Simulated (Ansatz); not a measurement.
# Li (hcp type): how the settings move a single-point run

Aim: see which settings change the result for Li (hcp type), by how much, and at what cost.

Computed with Ansatz 0.2.0 (reference: DFT, PBEsol, all-electron LAPW, scalar-relativistic, unless a step's input says otherwise).

**1. The structure to begin with**

The structure is hexagonal, space group P6_3/mmc (No. 194). Conventional cell: a = 2.550 Å, b = 2.550 Å, c = 4.168 Å, α = 90.00°, β = 90.00°, γ = 120.00°. Around Li (site symmetry -6m2) lie 12 Li at 2.55 Å.

Coordinates:

```cif
data_structure
_symmetry_space_group_name_H-M 'P 1'
_symmetry_Int_Tables_number 1
_cell_length_a 2.5499
_cell_length_b 2.5499
_cell_length_c 4.1684
_cell_angle_alpha 90.000
_cell_angle_beta 90.000
_cell_angle_gamma 120.000
_cell_volume 23.47
loop_
_atom_site_label
_atom_site_type_symbol
_atom_site_fract_x
_atom_site_fract_y
_atom_site_fract_z
_atom_site_occupancy
Li1 Li 0.33333 0.66667 0.25000 1
Li2 Li 0.66667 0.33333 0.75000 1
```

**2. Baseline**

input.yaml

```yaml
crystal:
  lattice:
    - [2.5498650408, 0.0, 0.0]
    - [-1.2749325204, 2.2082479016, 0.0]
    - [0.0, 0.0, 4.1684463798]
  atoms:
    - { symbol: Li, position: [0.3333333333, 0.6666666667, 0.25] }
    - { symbol: Li, position: [0.6666666667, 0.3333333333, 0.75] }
kpoints:
  mp_grid: { grid: [14, 14, 8] }
scf:
  occupations: { method: fermi_dirac, width: 0.1 }
hamiltonian:
  xc: pbesol
  pseudopotentials: { kind: all_electron, lapw: { basis_error: 0.001 } }
output:
  forces: true
  stress: true
  eigenvalues: true
  populations: true
```

On the command line:

```sh
ansatz run input.yaml --threads 1 --pin off --max-ram 2048MiB --backend cpu --events-out ev --progress --plain --runs-dir out
```

**3. Variant: mp_grid.shift [0.5, 0.5, 0.5]**

Edit input.yaml of step 2 so:

```diff
@@ -9,3 +9,3 @@
 kpoints:
-  mp_grid: { grid: [14, 14, 8] }
+  mp_grid: { grid: [14, 14, 8], shift: [0.5, 0.5, 0.5] }
 scf:
```

Before running it: what results should come out? Wanted: for each run, ending; energy change; pressure; gap; force.

As calculated:

| run | ending | energy change | pressure (GPa) | gap (eV) | force (eV/Å) | cycles | time |
| --- | --- | --- | --- | --- | --- | --- | --- |
| reference | converged | 0 | 18.4 | 0.00 | 0.00 | 4 | 3.2 s |
| 1: mp_grid.shift [0.5, 0.5, 0.5] | converged | +0.9 meV/atom | 18.4 | 0.00 | 0.00 | 4 | 5.9 s |

Residual by cycle in the longest SCF loop of each run; runs are numbered as in the table. The quantity is the density residual dr2, in eV.

| cycle | reference | run 1 |
| --- | --- | --- |
| 1 | 0.00466 | 0.00468 |
| 2 | 0.00195 | 0.00196 |
| 3 | 3.3e-5 | 3.3e-5 |
| 4 | 7.7e-8 | 7.8e-8 |

What this shows: Changing the k-point mesh moves the energy by +0.9 meV/atom. The energy is not variational in the mesh, so the sign tells nothing. Cost: 5.9 s against 3.2 s. The structure is not at rest: the sound run finds 18 GPa, so these are no properties of the relaxed crystal. 
